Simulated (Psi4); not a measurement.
# A workflow on Si2NH5F (SMILES F[SiH2]N[SiH2])

We compute a series of 8 runs (UTPSSh-D3(BJ)/def2-SVP) of FH5NSi2. 

Program for the calculation: Psi4 1.11.

### 1 The molecule

Si2NH5F: 9 atoms, total charge 0, spin state doublet. As SMILES, `F[SiH2]N[SiH2]`. Geometry: relaxed at PBE0-D4/def2-TZVP. This is one conformer, not always the lowest.

Bond lengths: F1–Si2 1.600 Å, Si2–N3 1.712 Å, N3–Si4 1.736 Å, Si2–H5 1.480 Å, Si2–H6 1.477 Å, N3–H7 1.012 Å, Si4–H8 1.489 Å, Si4–H9 1.494 Å. Some angles: F1–Si2–N3 112.4°, Si2–N3–Si4 128.4°, F1–Si2–H5 106.1°, F1–Si2–H6 106.9°, N3–Si2–H5 109.2°, N3–Si2–H6 108.5°, Si2–N3–H7 115.7°, Si4–N3–H7 115.2°, N3–Si4–H8 106.6°, N3–Si4–H9 109.5°.

### 2 A single-point energy at UTPSSh-D3(BJ)/def2-SVP (density fitting) (run 1)

The input, job.inp:

```
memory 1600 MB

molecule {
  0 2
  F     -1.778200     1.208900    -1.181800
  Si    -0.288000     1.123600    -0.604900
  N      0.241500    -0.491400    -0.403000
  Si     0.023600    -1.533600     0.967900
  H      0.576300     1.799100    -1.598800
  H     -0.302800     1.779800     0.718800
  H      0.600400    -0.942200    -1.234500
  H     -0.246300    -0.650000     2.136200
  H      1.261800    -2.340700     1.182700
  symmetry c1
}

set globals {
  basis     def2-SVP
  reference uks
}

E = energy('tpssh-d3bj')
```

On the command line:

```console
$ psi4 job.inp job.out -n 1
```

job.out:

```text
[...]
  Running in c1 symmetry.
[...]
  Nuclear repulsion =  217.045251544568430
[...]
  Multiplicity = 2
[...]
  Nalpha       = 25
  Nbeta        = 24
[...]
    Number of basis functions: 89
[...]
   @DF-UKS iter   1:  -736.10655833775922   -2.30604e-01   8.99888e-03 DIIS/ADIIS
[...]
   @DF-UKS iter   9:  -736.38126979841286   -4.09302e-08   7.90593e-07 DIIS
[...]
   @S^2 Observed:                7.517825920E-01
[...]
    Orbital Energies [Eh]
    ---------------------
    Alpha Occupied:
       1A    -66.027704     2A    -65.995921     3A    -24.587612
       4A    -14.263073     5A     -5.263044     6A     -5.236637
       7A     -3.616610     8A     -3.614215     9A     -3.612682
      10A     -3.590238    11A     -3.587753    12A     -3.586030
      13A     -1.130376    14A     -0.838087    15A     -0.544264
      16A     -0.527227    17A     -0.458034    18A     -0.426523
      19A     -0.416653    20A     -0.399061    21A     -0.359420
      22A     -0.343897    23A     -0.324797    24A     -0.308417
      25A     -0.191740
    Alpha Virtual:
[...]
  @DF-UKS Final Energy:  -736.38126979841286
   => Energetics <=
    Nuclear Repulsion Energy =            217.0452515445684298
    One-Electron Energy =               -1450.9026272514470293
    Two-Electron Energy =                 552.7718481227966549
    DFT Exchange-Correlation Energy =     -55.2871871390752858
    Empirical Dispersion Energy =          -0.0085550752556085
    VV10 Nonlocal Energy =                  0.0000000000000000
    Total Energy =                       -736.3812697984128590
[...]
 Multipole Moments:
 ------------------------------------------------------------------------------------
     Multipole            Electronic (a.u.)      Nuclear  (a.u.)        Total (a.u.)
 ------------------------------------------------------------------------------------
 L = 1.  Multiply by 2.5417464519 to convert [e a0] to [Debye]
 Dipole X            :         -4.3299862            4.8875406            0.5575544
 Dipole Y            :          1.4355418           -1.6512751           -0.2157334
 Dipole Z            :         -3.0956944            2.9265060           -0.1691884
 Magnitude           :                                                    0.6213151
[...]
```

It took 18 s on 1 thread of Intel Xeon 6975P-C (Granite Rapids), shared host; peak memory 1.2 GiB.

### 3 The distorted shape: a single-point energy at UTPSSh-D3(BJ)/def2-SVP (density fitting) (run 2)

The input, fh5nsi2.dat:

```
memory 1.6 GB

molecule molecule1 {
  0 2
  F
  Si 1 r2
  N 2 r3 1 a3
  Si 3 r4 2 a4 1 d4
  H 2 r5 1 a5 3 d5
  H 2 r6 5 a6 1 d6
  H 3 r7 2 a7 6 d7
  H 4 r8 3 a8 7 d8
  H 4 r9 8 a9 3 d9

  r2 = 1.600246
  r3 = 1.711537
  a3 = 112.39074
  r4 = 1.735808
  a4 = 128.38013
  d4 = -87.09924
  r5 = 1.480254
  a5 = 106.10212
  d5 = 119.30613
  r6 = 1.2559
  a6 = 113.87364
  d6 = -117.24677
  r7 = 1.011643
  a7 = 115.67555
  d7 = -159.48386
  r8 = 1.48947
  a8 = 106.62122
  d8 = 169.1777
  r9 = 1.493549
  a9 = 110.97708
  d9 = 119.19123
  units angstrom
  symmetry c1
}

set globals {
  basis     def2-SVP
  reference uks
}

set reference uhf
set stability_analysis follow
set max_attempts 5
energy('scf')
set reference uks
set stability_analysis none
set guess read
set guess_mix false

result = energy('tpssh-d3bj')
```

On the command line:

```console
$ psi4 -i fh5nsi2.dat -o fh5nsi2.out -n 1
```

fh5nsi2.out:

```text
[...]
  Running in c1 symmetry.
[...]
  Nuclear repulsion =  218.249644975547653
[...]
  Multiplicity = 2
[...]
  Nalpha       = 25
  Nbeta        = 24
[...]
    Number of basis functions: 89
[...]
   @DF-UHF iter   1:  -734.29767708947384   -6.85413e-01   5.13939e-03 DIIS/ADIIS
[...]
   @DF-UKS iter   7:  -736.35657092569056   -8.10601e-08   9.76304e-07 DIIS
[...]
   @S^2 Observed:                7.517924698E-01
[...]
    Orbital Energies [Eh]
    ---------------------
    Alpha Occupied:
       1A    -66.008514     2A    -65.995185     3A    -24.583659
       4A    -14.260582     5A     -5.251630     6A     -5.235881
       7A     -3.604560     8A     -3.602366     9A     -3.600966
      10A     -3.589468    11A     -3.586982    12A     -3.585307
      13A     -1.126920    14A     -0.836024    15A     -0.551924
      16A     -0.527985    17A     -0.455456    18A     -0.428586
      19A     -0.418832    20A     -0.397622    21A     -0.363450
      22A     -0.344359    23A     -0.328511    24A     -0.307200
      25A     -0.190801
    Alpha Virtual:
[...]
  @DF-UKS Final Energy:  -736.35657092569056
   => Energetics <=
    Nuclear Repulsion Energy =            218.2496449755476817
    One-Electron Energy =               -1453.3565495574905526
    Two-Electron Energy =                 554.1058104354486886
    DFT Exchange-Correlation Energy =     -55.3468855351971101
    Empirical Dispersion Energy =          -0.0085912439992520
    VV10 Nonlocal Energy =                  0.0000000000000000
    Total Energy =                       -736.3565709256905620
[...]
 Multipole Moments:
 ------------------------------------------------------------------------------------
     Multipole            Electronic (a.u.)      Nuclear  (a.u.)        Total (a.u.)
 ------------------------------------------------------------------------------------
 L = 1.  Multiply by 2.5417464519 to convert [e a0] to [Debye]
 Dipole X            :          1.0825096           -0.8004833            0.2820263
 Dipole Y            :          1.3045929           -1.4396726           -0.1350797
 Dipole Z            :         -5.1476398            5.6368495            0.4892097
 Magnitude           :                                                    0.5806130
[...]
```

Wall time 17 s (1 thread of Intel Xeon 6975P-C (Granite Rapids), shared host); peak memory 1.2 GiB.

Runs 3 to 7 aren't shown in full; the table further down has their settings and results.

### 4 The distorted shape: the energy at UTPSSh-D3(BJ)/def2-SVP (density fitting) (run 8)

The input, calc.in:

```
memory 1.6 GB

molecule mol {
  0 2
  F
  Si 1 1.600246
  N 2 1.711537 1 112.39074
  Si 3 1.735808 2 128.38013 1 -87.09924
  H 2 1.480254 1 106.10212 3 119.30613
  H 2 4.4325 5 113.87365 1 -117.24676
  H 3 1.011643 2 115.67555 5 -34.86321
  H 4 1.48947 3 106.62122 7 169.1777
  H 4 1.493549 8 110.97708 3 119.19123
  symmetry c1
}

set globals {
  basis     def2-SVP
  reference uks
}

set reference uhf
set stability_analysis follow
set max_attempts 5
energy('scf')
set reference uks
set stability_analysis none
set guess read
set guess_mix false

energy('tpssh-d3(bj)')
```

On the command line:

```console
$ psi4 calc.in calc.out -n 1
```

calc.out:

```text
[...]
  Running in c1 symmetry.
[...]
  Nuclear repulsion =  210.917681272206323
[...]
  Multiplicity = 2
[...]
  Nalpha       = 25
  Nbeta        = 24
[...]
    Number of basis functions: 89
[...]
   @DF-UHF iter   1:  -733.98390060326926   -7.56572e-01   5.30767e-03 ADIIS/DIIS
[...]
   @DF-UKS iter   7:  -736.22160643941970   -1.33569e-07   9.42851e-07 DIIS
[...]
   @S^2 Observed:                1.748143647E+00
[...]
    Orbital Energies [Eh]
    ---------------------
    Alpha Occupied:
       1A    -66.031256     2A    -65.996404     3A    -24.594510
       4A    -14.265683     5A     -5.267326     6A     -5.237107
       7A     -3.621024     8A     -3.619341     9A     -3.616666
      10A     -3.590714    11A     -3.588209    12A     -3.586507
      13A     -1.136897    14A     -0.840656    15A     -0.542622
      16A     -0.526013    17A     -0.462509    18A     -0.431896
      19A     -0.413950    20A     -0.400141    21A     -0.356850
      22A     -0.342531    23A     -0.311247    24A     -0.212788
      25A     -0.192351
    Alpha Virtual:
[...]
  @DF-UKS Final Energy:  -736.22160643941970
   => Energetics <=
    Nuclear Repulsion Energy =            210.9176812722063232
    One-Electron Energy =               -1438.5081568028765560
    Two-Electron Energy =                 546.5836002784269567
    DFT Exchange-Correlation Energy =     -55.2063918535845275
    Empirical Dispersion Energy =          -0.0083393335920972
    VV10 Nonlocal Energy =                  0.0000000000000000
    Total Energy =                       -736.2216064394197019
[...]
 Multipole Moments:
 ------------------------------------------------------------------------------------
     Multipole            Electronic (a.u.)      Nuclear  (a.u.)        Total (a.u.)
 ------------------------------------------------------------------------------------
 L = 1.  Multiply by 2.5417464519 to convert [e a0] to [Debye]
 Dipole X            :          3.5558469           -3.1887444            0.3671025
 Dipole Y            :         -0.0892901           -0.1240762           -0.2133662
 Dipole Z            :         -6.0159720            6.4630155            0.4470435
 Magnitude           :                                                    0.6165527
[...]
```

It took 15 s on 1 thread of Intel Xeon 6975P-C (Granite Rapids), shared host; peak memory 1.2 GiB.

### 5 All runs side by side

```csv
run,start,partner,energy (Eh),dipole moment (D),HOMO energy (eV),LUMO energy (eV),wall time
1,–,base,-736.381270,1.58,-5.22,-2.59,18 s
2,stable UHF solution,Si2–H6 1.26 Å,-736.356571,1.48,-5.19,-2.56,17 s
3,stable UHF solution,Si2–H6 1.70 Å,-736.368883,1.75,-5.25,-2.62,16 s
4,stable UHF solution,Si2–H6 1.92 Å,-736.344111,1.97,-5.29,-2.65,16 s
5,stable UHF solution,Si2–H6 2.22 Å,-736.306767,2.33,-5.34,-2.70,19 s
6,stable UHF solution,Si2–H6 2.66 Å,-736.259070,2.49,-5.36,-2.75,21 s
7,stable UHF solution,Si2–H6 3.25 Å,-736.234110,2.25,-5.33,-3.04,20 s
8,stable UHF solution,Si2–H6 4.43 Å,-736.221606,1.57,-5.23,-2.83,15 s
```

### 6 Results

```
                                                          quantity          value
                              distorted shape, run 8: total energy  -736.22161 Eh
                             distorted shape, run 8: dipole moment         1.57 D
        distorted shape, run 8: HOMO energy (highest over α and β)       -5.23 eV
         distorted shape, run 8: LUMO energy (lowest over α and β)       -2.83 eV
                         distorted shape, run 8: dispersion energy  -21.89 kJ/mol
                                      distorted shape, run 8: ⟨S²⟩          1.748
energy change with the Si2–H6 bond shortened from 1.477 to 1.256 Å       0.672 eV
energy change with the Si2–H6 bond stretched from 1.477 to 4.432 Å       4.345 eV
energy change with the Si2–H6 bond stretched from 1.477 to 1.699 Å       0.337 eV
energy change with the Si2–H6 bond stretched from 1.477 to 2.660 Å       3.325 eV
energy change with the Si2–H6 bond stretched from 1.477 to 1.921 Å       1.011 eV
energy change with the Si2–H6 bond stretched from 1.477 to 3.251 Å       4.004 eV
energy change with the Si2–H6 bond stretched from 1.477 to 2.216 Å       2.027 eV
```

**Reading.** With the Si2–H6 bond shortened from 1.477 to 1.256 Å the energy rises by 0.67 eV (15.5 kcal/mol). The first shape isn't relaxed at this level, so the change isn't measured from a minimum. With the Si2–H6 bond stretched from 1.477 to 4.432 Å the energy rises by 4.34 eV (419 kJ/mol). With the Si2–H6 bond stretched from 1.477 to 1.699 Å the energy rises by 0.34 eV (7.8 kcal/mol). With the Si2–H6 bond stretched from 1.477 to 2.660 Å the energy rises by 3.33 eV (321 kJ/mol). With the Si2–H6 bond stretched from 1.477 to 1.921 Å the energy rises by 1.01 eV (23 kcal/mol). With the Si2–H6 bond stretched from 1.477 to 3.251 Å the energy rises by 4.00 eV (92 kcal/mol). The lowest energy is that of run 1; the highest lies 4.345 eV above it. Spin contamination of the reference: run 8 ⟨S²⟩ = 1.75, run 7 ⟨S²⟩ = 1.52, run 6 ⟨S²⟩ = 1.07. Where it is this large, the reference is a mixture of spin states, and values that rest on it are in doubt. All runs together took 2.4 min, the longest 21 s.
